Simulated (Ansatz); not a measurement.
# C₂H₄BCl: small, medium and large basis sets

How large a basis does C₂H₄BCl need? Two functionals are run in growing sets.

Method: one geometry, several basis sets; program: Ansatz 0.2.0, Gaussian basis.

Plan: PBE0-D4/def2-SVP; ωB97M-V/def2-SVP; PBE0-D4/def2-QZVPP; ωB97M-V/def2-QZVPP; the functionals' def2-TZVPP values are taken from earlier runs.

## (1) The geometry

An earlier PBE0-D4 in a triple-zeta def2 set relaxation fixed the geometry.

SMILES `ClB1CC1`, 8 atoms, charge 0, spin multiplicity 1.

Atoms are counted from 1 here; the program's logs count them from 0.

Bond lengths: Cl1–B2 1.717 Å, B2–C3 1.513 Å, B2–C4 1.513 Å, C3–C4 1.562 Å, C3–H5 1.086 Å, C3–H6 1.086 Å, C4–H7 1.086 Å, C4–H8 1.086 Å. Angles: Cl1–B2–C3 148.9°, Cl1–B2–C4 148.9°, C3–B2–C4 62.1°, B2–C3–C4 58.9°, B2–C3–H5 120.4°, B2–C3–H6 120.4°, C4–C3–H5 117.0°, C4–C3–H6 117.0°, H5–C3–H6 112.7°, B2–C4–C3 58.9°, B2–C4–H7 120.4°, B2–C4–H8 120.4°, C3–C4–H7 117.0°, C3–C4–H8 117.0°, H7–C4–H8 112.7°.

## (2) PBE0-D4 in def2-SVP

The input, in.yaml:

```yaml
crystal:
  periodic: [false, false, false]
  atoms:
    - {symbol: Cl, position_ang: [-2.492963, 0.742748, -0.419685]}
    - {symbol: B, position_ang: [-0.868601, 0.256381, -0.151999]}
    - {symbol: C, position_ang: [0.564674, 0.635234, 0.151611]}
    - {symbol: C, position_ang: [0.151335, -0.856990, -0.051372]}
    - {symbol: H, position_ang: [1.189731, 1.082855, -0.616086]}
    - {symbol: H, position_ang: [0.853673, 0.935026, 1.155114]}
    - {symbol: H, position_ang: [0.515255, -1.352287, -0.947284]}
    - {symbol: H, position_ang: [0.179096, -1.500065, 0.823901]}
basis:
  gaussian: {orbitals: def2-SVP}
hamiltonian: {xc: pbe0, dispersion: d4}
output: {orbitals: {seedname: orbitals}}
```

After this run come: ωB97M-V in def2-SVP; PBE0-D4 in def2-QZVPP; ωB97M-V in def2-QZVPP.

Q: Predict the results of all the runs planned. Wanted: PBE0-D4: double and triple zeta above quadruple; ωB97M-V: double and triple zeta above quadruple.

The runs gave:

| quantity | value |
| --- | --- |
| PBE0-D4: double and triple zeta above quadruple | 7.81, 0.53 eV |
| ωB97M-V: double and triple zeta above quadruple | 7.90, 0.49 eV |

What this shows: For PBE0-D4 the step from double to triple zeta gains 7.29 eV and the next only 0.53 eV. These are total energies; as a rule much of such shifts cancels in differences, which this series doesn't test.
